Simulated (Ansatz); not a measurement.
## CH5ClSSn, SMILES [CH3][SnH]([SH])[Cl]: a rigid scan of one bond length

Program: Ansatz 0.2.0, Python API.

Script `scan_ch5clssn.py`:
```python
'''Potential curve of CH5ClSSn along one bond.'''

import warnings

import ansatz as az
import numpy as np

GEOMETRY = '''
C    -0.59050    1.11550   -0.34680
Sn   -0.16330   -0.75090    0.48890
S     2.19190   -0.88020    0.83460
Cl   -0.75160   -2.43890   -0.99870
H    -0.10280    1.27160   -1.34130
H    -1.73320    1.23980   -0.53160
H    -0.29860    1.96590    0.34310
H    -0.95750   -0.91980    2.00920
H     2.49400   -0.64930   -0.47450
'''


def main() -> None:
    warnings.simplefilter('ignore', az.DeckWarning)

    geometry = az.Crystal.molecule()
    for line in GEOMETRY.strip().splitlines():
        symbol, *xyz = line.split()
        geometry = geometry.atom(symbol, [float(v) for v in xyz])

    symbols = [site.symbol for site in geometry.cartesian_sites]
    start = np.array([site.position_ang for site in geometry.cartesian_sites])
    axis = (start[3] - start[1]) / np.linalg.norm(start[3] - start[1])
    moving = [3]
    lengths, energies = [2.047, 2.14, 2.233, 2.326, 2.419, 2.512, 2.605, 2.744], []
    for length in lengths:
        xyz = start.copy()
        xyz[moving] += (length - np.linalg.norm(start[3] - start[1])) * axis
        point = az.Crystal.molecule()
        for symbol, place in zip(symbols, xyz):
            point = point.atom(symbol, place.tolist())
        setup = point.calculation().basis(gaussian='def2-SVP').functional('pbe0')
        summary = setup.run().report
        energies.append(summary['free_energy_ev'])
        print(f'r = {length:6.3f} A  E = {energies[-1]:.5f} eV  <S^2> = {abs(summary["mean_field"]["state"]["spin_squared"]):.3f}')

    # quartic fit about the minimum
    fit = np.polynomial.Polynomial.fit(lengths, np.array(energies) - min(energies), 4).convert()
    roots = [r.real for r in fit.deriv().roots() if abs(r.imag) < 1e-9 and fit.deriv(2)(r.real) > 0]
    r_e = min(roots, key=lambda r: abs(r - lengths[int(np.argmin(energies))]))
    print(f'minimum of the fit at {r_e:.4f} A, force constant {fit.deriv(2)(r_e):.2f} eV/A^2')


if __name__ == '__main__':
    main()
```

```console
$ python scan_ch5clssn.py
r =  2.047 A  E = -30291.38303 eV  <S^2> = 0.000
r =  2.140 A  E = -30291.99947 eV  <S^2> = 0.000
r =  2.233 A  E = -30292.32654 eV  <S^2> = 0.000
r =  2.326 A  E = -30292.45063 eV  <S^2> = 0.000
r =  2.419 A  E = -30292.43421 eV  <S^2> = 0.000
r =  2.512 A  E = -30292.32270 eV  <S^2> = 0.000
r =  2.605 A  E = -30292.14875 eV  <S^2> = 0.000
r =  2.744 A  E = -30291.82164 eV  <S^2> = 0.000
minimum of the fit at 2.3566 A, force constant 14.28 eV/A^2
```

Caveats:
- These settings explore the input space; basis and method may be short of convergence.
- The rest of the molecule is held rigid at a force-field or estimated start geometry, and the basis set is modest; single-reference methods fail as a bond breaks.
- def2 sets replace the cores of elements past krypton by effective core potentials.
- The orbitals are restricted, so S² is zero by construction.
- Hardware and time: 30 s on 1 thread of Arm Neoverse V2 (shared host), peak memory 0.29 GiB.
